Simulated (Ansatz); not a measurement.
Working through a single point in a Gaussian basis of CH5AlBNO2, SMILES N[CH]1[O][Al]1[BH]O

Program: Ansatz 0.2.0 through its Python package.

Run as a notebook:

**Cell 1**
```python
import ansatz

BASIS = "def2-SVPD"
FUNCTIONAL = "cam_b3lyp"
```

**Cell 2**
```python
geometry_ang = [
    ("N", (-0.2156, -2.2677, -0.8208)),
    ("C", (0.2958, -1.2881, 0.1356)),
    ("O", (1.5905, -0.9386, -0.2002)),
    ("Al", (0.5865, 0.5457, -0.4699)),
    ("B", (-0.2427, 2.3735, 0.0488)),
    ("O", (-0.4801, 2.711, 1.4712)),
    ("H", (0.1923, -2.0728, -1.7716)),
    ("H", (0.0487, -3.168, -0.537)),
    ("H", (0.1892, -1.549, 1.247)),
    ("H", (-0.4754, 3.1866, -0.743)),
    ("H", (-1.4238, 2.4105, 1.6606)),
]
mol = ansatz.Crystal.molecule()
for symbol, xyz in geometry_ang:
    mol = mol.atom(symbol, xyz)
```

**Cell 3**
```python
calculation = (
    mol.calculation()
    .basis(gaussian=BASIS)  # atom-centred Gaussian functions
    .functional(FUNCTIONAL)
)
print(calculation.to_yaml())
out = calculation.run(threads=1, backend="cpu")
rep = out.report
```
Output:
```text
crystal:
  periodic: [false, false, false]
  atoms:
    - { symbol: "N", position_ang: [-0.2156, -2.2677, -0.8208] }
    - { symbol: C, position_ang: [0.2958, -1.2881, 0.1356] }
    - { symbol: O, position_ang: [1.5905, -0.9386, -0.2002] }
    - { symbol: Al, position_ang: [0.5865, 0.5457, -0.4699] }
    - { symbol: B, position_ang: [-0.2427, 2.3735, 0.0488] }
    - { symbol: O, position_ang: [-0.4801, 2.711, 1.4712] }
    - { symbol: H, position_ang: [0.1923, -2.0728, -1.7716] }
    - { symbol: H, position_ang: [0.0487, -3.168, -0.537] }
    - { symbol: H, position_ang: [0.1892, -1.549, 1.247] }
    - { symbol: H, position_ang: [-0.4754, 3.1866, -0.743] }
    - { symbol: H, position_ang: [-1.4238, 2.4105, 1.6606] }
basis:
  gaussian:
    orbitals: def2-SVPD
hamiltonian:
  xc: cam_b3lyp
```

**Cell 4**
```python
{key: value for key, value in rep.items() if isinstance(value, (int, float)) and "ev" in key}
```
Output:
```text
{'free_energy_ev': -13963.855333054635, 'reference_energy_ev': -13963.855333054635}
```

**Cell 5**
```python
rep["converged"], rep["free_energy_ev"]
```
Output:
```text
(True, -13963.855333054635)
```

**Cell 6**
```python
for key in ("converged", "free_energy_ev", "reference_energy_ev", "n_frozen", "n_occupied", "n_virtual"):
    print(f"{key:22s} {rep[key]}")
```
Output:
```text
converged              True
free_energy_ev         -13963.855333054635
reference_energy_ev    -13963.855333054635
n_frozen               0
n_occupied             [26, 26]
n_virtual              [144, 144]
```

**Cell 7**
```python
field = rep["mean_field"]
print("<S^2> =", round(abs(field["state"]["spin_squared"]), 4), " all-electron relativity setting:", field["relativity"])
print("passes:", field["passes"])
if "symmetry" in field:
    print("occupied orbitals by irrep:", field["symmetry"]["occupied"])
```
Output:
```text
<S^2> = 0.0  all-electron relativity setting: none
passes: {'evaluations': 19, 'products': 18}
occupied orbitals by irrep: [{'A': 26}, {'A': 26}]
```

Reading the output:
- These settings explore the input space; basis and method may be short of convergence.
- The geometry is a force-field or estimated start, not a minimum of this method, and the basis set is short of its limit.
- Wall time of the script: 9.7 s on 1 thread of Arm Neoverse V1, on a shared host, peak memory 0.45 GiB.
